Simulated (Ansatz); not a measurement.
# Zr2Br3Cl: the cost of one run

Computed with Ansatz 0.2.0 (DFT PBE, scalar-relativistic, plane waves, PAW, unless a step's input says otherwise).

## (1) The starting structure

Symmetry: Cmmm, No. 65, orthorhombic system. The conventional cell has a = 6.018 Å, b = 10.830 Å, c = 4.966 Å, α = 90.00°, β = 90.00°, γ = 90.00°. Zr (site symmetry 2/m) is surrounded by 6 Br at 3.01 to 3.10 Å and 2 Zr at 3.01 Å and 4 Cl at 3.97 Å. Br (site symmetry m2m) is surrounded by 4 Zr at 3.01 Å. Br (site symmetry mmm) is surrounded by 4 Zr at 3.10 Å and 4 Br at 3.14 Å. Cl (site symmetry mmm) is surrounded by 10 Br at 3.49 to 3.90 Å and 8 Zr at 3.97 Å.

Coordinates:

```
CELL_PARAMETERS angstrom
3.00888 -5.41505 0.00000
3.00888 5.41505 0.00000
0.00000 0.00000 4.96618
ATOMIC_POSITIONS crystal
Zr 0.50000 0.00000 0.50000
Zr 0.00000 0.50000 0.50000
Br 0.67796 0.32204 0.00000
Br 0.32204 0.67796 0.00000
Br 0.50000 0.50000 0.50000
Cl 0.00000 0.00000 0.00000
```

A structure generator made this guess: species swapped into a database cell of LaAl2Ag3 (Cmmm, No. 65), with Cl on the La sites, Zr on the Al sites and Br on the Ag sites. The dimensions are guesses.

## (2) A first look at the guess

Contents of input.yaml:

```yaml
crystal:
  lattice:
    - [3.00887812, -5.41505098, 0.0]
    - [3.00887812, 5.41505098, 0.0]
    - [0.0, 0.0, 4.96617566]
  atoms:
    - { symbol: Zr, position: [0.5, 0.0, 0.5] }
    - { symbol: Zr, position: [0.0, 0.5, 0.5] }
    - { symbol: Br, position: [0.6779564, 0.3220436, 0.0] }
    - { symbol: Br, position: [0.3220436, 0.6779564, 0.0] }
    - { symbol: Br, position: [0.5, 0.5, 0.5] }
    - { symbol: Cl, position: [0.0, 0.0, 0.0] }
basis:
  ecutwfc: 420
kpoints:
  mp_grid: { grid: [4, 4, 4] }
hamiltonian:
  xc: pbe
scf:
  occupations: { method: gaussian, width: 0.1 }
  lower_state_search: "off"
output:
  forces: true
  stress: true
  eigenvalues: true
```

Started as:

```console
$ ansatz run input.yaml --threads 1 --pin off --max-ram 2560MiB --backend cpu --events-out ev --progress --plain --runs-dir out
```

**Question.** How long does this run take on 1 thread of Intel Xeon 6975P-C (Granite Rapids), shared host, and how much memory does it need?

About 3.4 s, with a peak of 0.47 GiB.
